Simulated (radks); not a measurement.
# Pr³⁺ in [Kr] 4d10 4f2 5s2 5p5.5 5f0.5: an all-electron calculation

One table from this session's results is given with a row withheld; the runs are named, their logs left out.

The numbers are computed with radks (a radial shooting solver on a logarithmic mesh, Libxc functionals) version 1 (non-relativistic Kohn-Sham, MS2 meta-GGA, spin-unpolarised, spherical densities, point nucleus), except any that are marked as measured or tabulated.

## The atom as given

* element: praseodymium (Z = 59)
* charge: +3
* electrons: 56
* configuration: [Kr] 4d10 4f2 5s2 5p5.5 5f0.5

Set-up of the first run:

The run's settings:

```text
Z 59
configuration [Kr] 4d10 4f2 5s2 5p5.5 5f0.5
relativity non-relativistic
functional ms2,regtpss
spin unpolarised
nucleus point
```

Run with:

```bash
$ python run_ks.py task.json out
```

This one command runs every case of the session in turn.

One of the session's tables, all rows but one given; the rest of the session is left out.

It belongs to the step «Radial structure». Radial moments (bohr):

| level | <r> | outermost maximum (interpolated) | 90 % within | nodes |
| --- | --- | --- | --- | --- |
| 1s | 0.02572 | 0.0171 | 0.0457 | 0 |
| 2s | 0.1100 | 0.0937 | 0.169 | 1 |
| 2p | 0.09353 | 0.0732 | 0.151 | 0 |
| 3s | 0.2867 | 0.263 | 0.419 | 2 |
| 3p | 0.2770 | 0.250 | 0.413 | 1 |
| 3d | 0.2483 | 0.202 | 0.387 | 0 |
| 4s | 0.6512 | 0.607 | 0.932 | 3 |
| 4p | 0.6705 | 0.617 | 0.972 | 2 |
| 4d | ? | ? | ? | ? |
| 5s | 1.534 | 1.40 | 2.18 | 4 |
| 5p | 1.684 | 1.52 | 2.42 | 3 |
| 4f | 0.9542 | 0.657 | 1.60 | 0 |
| 5f | 4.596 | 4.14 | 6.73 | 1 |

Estimate the missing values for 4d.

**Answer.** <r>: 0.7199; outermost maximum (interpolated): 0.633; 90 % within: 1.08; nodes: 1. In the column «<r>» it lies between 4p (0.6705) and 4f (0.9542).
